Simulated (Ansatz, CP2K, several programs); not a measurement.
Energy against volume for a 7-atom cell of ZnInGaO4 (R3m) from a materials database, at fixed shape and fractional coordinates, computed by several methods (PBE and r2SCAN, where shown, with plane waves in Ansatz); the cell shown is that of r2SCAN. With free coordinates or axes held, a curve is too stiff, and on another method's shape its minimum isn't the method's own volume. The symmetry is R3m (No. 160, trigonal); a = 3.310 Å, c = 25.764 Å in the conventional setting, 11.64 Å³ an atom. Zn is surrounded by 4 O at 1.97–1.99 Å; In is surrounded by 6 O at 2.19 Å; Ga is surrounded by 5 O at 1.91–1.97 Å; O is surrounded by 1 Zn at 1.97 Å and 3 In at 2.19 Å; O is surrounded by 1 Ga at 1.95 Å and 3 In at 2.19 Å; O is surrounded by 3 Ga at 1.91 Å; O is surrounded by 1 Ga at 1.97 Å and 3 Zn at 1.99 Å. Calculated for a static, non-magnetic cell. Energies count from each curve's lowest point; fits are third-order Birch-Murnaghan.

Space group R3m:H (No. 160). a = 3.310 Å, b = 3.310 Å, c = 25.764 Å, α = 90.00°, β = 90.00°, γ = 120.00°
```
atom  site  symmetry       x       y       z
  Zn    3a        3m  0.6667  0.3333  0.1146
  In    3a        3m  0.6667  0.3333  0.3303
  Ga    3a        3m  0.0000  0.0000  0.2129
   O    3a        3m  0.6667  0.3333  0.0381
   O    3a        3m  0.0000  0.0000  0.2886
   O    3a        3m  0.6667  0.3333  0.2123
   O    3a        3m  0.0000  0.0000  0.1365
```

light PBE (260 eV, its own mesh), on the shape of the cell shown:
```csv
V (Å³/atom),E (meV/atom)
10.713,134.83
11.179,55.36
11.644,16.90
12.110,0.00
12.576,19.16
13.042,54.96
```
The points scatter about a smooth fit, as a low cutoff and a light mesh can make them, so no fit is quoted.

r2SCAN, on the shape of its own relaxed cell:
```csv
V (Å³/atom),E (meV/atom)
10.946,26.84
11.295,6.34
11.644,0.00
11.994,5.66
12.343,21.50
```
V₀ = 11.64 Å³ an atom and B₀ = 183 GPa.

PBE, on the shape of its own relaxed cell:
```csv
V (Å³/atom),E (meV/atom)
11.401,23.81
11.765,5.59
12.129,0.00
12.493,5.05
12.857,19.16
```
V₀ = 12.13 Å³ an atom and B₀ = 156 GPa.

PBE/SZV (CP2K), on the shape of the cell shown:
```
V (Å³/atom)  E (meV/atom)
     10.247        383.95
     10.946        188.79
     11.644         73.70
     12.343         15.57
     13.042          0.00
```
The lowest point is an end point, so the minimum isn't bracketed.

Q: PBE/DZVP (CP2K), on the shape of the cell shown, gives
```
V (Å³/atom)  E (meV/atom)
     10.247        235.07
     10.946         92.43
     11.644         21.08
     12.343          0.00
     13.042         16.38
```
What equilibrium volume and bulk modulus follow?

A: V₀ = 12.35 Å³ an atom and B₀ = 148 GPa.
